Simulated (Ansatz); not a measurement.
# Al3N2: the cost of one run

Computed with Ansatz 0.2.0 (DFT PBE, scalar-relativistic, plane waves, PAW, unless a step's input says otherwise).

### 1 Starting point

Symmetry: Pm-3m, No. 221, cubic system. The conventional cell has a = 5.000 Å, b = 5.000 Å, c = 5.000 Å, α = 90.00°, β = 90.00°, γ = 90.00°. Al (site symmetry 4/mmm) is surrounded by 6 N at 2.50 to 3.54 Å and 8 Al at 3.54 Å. N (site symmetry m-3m) has 12 Al at 3.54 Å as nearest neighbours. Around N (site symmetry m-3m) lie 6 Al at 2.50 Å.

Structure file:

```xyz
5
Lattice="5.0002 0.0000 0.0000 0.0000 5.0002 0.0000 0.0000 0.0000 5.0002" Properties=species:S:1:pos:R:3 pbc="T T T"
Al    2.5001    0.0000    0.0000
Al    0.0000    2.5001    0.0000
Al    0.0000    0.0000    2.5001
N     2.5001    2.5001    2.5001
N     0.0000    0.0000    0.0000
```

The cell is invented: random cell by space group and Wyckoff sites (Pm-3m, No. 221). Its size is a rough estimate.

### 2 The guess as it stands, on a coarse mesh

File input.yaml:

```yaml
crystal:
  lattice:
    - [5.00022453, 0.0, 0.0]
    - [0.0, 5.00022453, 0.0]
    - [0.0, 0.0, 5.00022453]
  atoms:
    - { symbol: Al, position: [0.5, 0.0, 0.0] }
    - { symbol: Al, position: [0.0, 0.5, 0.0] }
    - { symbol: Al, position: [0.0, 0.0, 0.5] }
    - { symbol: "N", position: [0.5, 0.5, 0.5] }
    - { symbol: "N", position: [0.0, 0.0, 0.0] }
basis:
  ecutwfc: 420
kpoints:
  mp_grid: { grid: [4, 4, 4] }
hamiltonian:
  xc: pbe
scf:
  occupations: { method: gaussian, width: 0.1 }
  lower_state_search: "off"
output:
  forces: true
  stress: true
  eigenvalues: true
```

The run is started by

```
> ansatz run input.yaml --threads 1 --pin off --max-ram 2560MiB --backend cpu --events-out ev --progress --plain --runs-dir out
```

What time and memory should one allow on 1 thread of Arm Neoverse V1, shared host?

About 1.4 s, with a peak of 0.31 GiB.
